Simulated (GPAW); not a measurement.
NbTe:

```
CELL_PARAMETERS angstrom
3.70297 0.00000 0.00000
-1.85149 3.20687 0.00000
0.00000 0.00000 3.69421
ATOMIC_POSITIONS crystal
Te 0.66667 0.33333 0.00000
Nb 0.00000 0.00000 0.50000
```

The cell comes from a database or a generator and needn't be the stable form of this composition.

Base run:

```yaml
Program: GPAW 26.7.0
Functional: revPBE
Potentials_or_basis: the program's PAW data sets (release 1.2.1) made for this functional
Cutoff: 600 eV
Basis: pw
k_mesh: 8 × 8 × 7
Occupations: fermi-dirac, width 0.05 eV
Spin: no spin polarisation
```

Its results: pressure 0.1 GPa.

Q: After a change of settings the same cell gave: pressure 0.7 GPa. Which change was it?
A. functional from revPBE to BLYP; potentials or basis from the program's PAW data sets (release 1.2.1) made for this functional to PAW data sets generated in the run's folder for this functional
B. functional from revPBE to r2SCAN; potentials or basis from the program's PAW data sets (release 1.2.1) made for this functional to GPAW PAW data sets (gpaw-data 1.2.1)
C. functional from revPBE to RPBE
D. functional from revPBE to PBEsol; potentials or basis from the program's PAW data sets (release 1.2.1) made for this functional to PAW data sets generated in the run's folder for this functional

A: C.
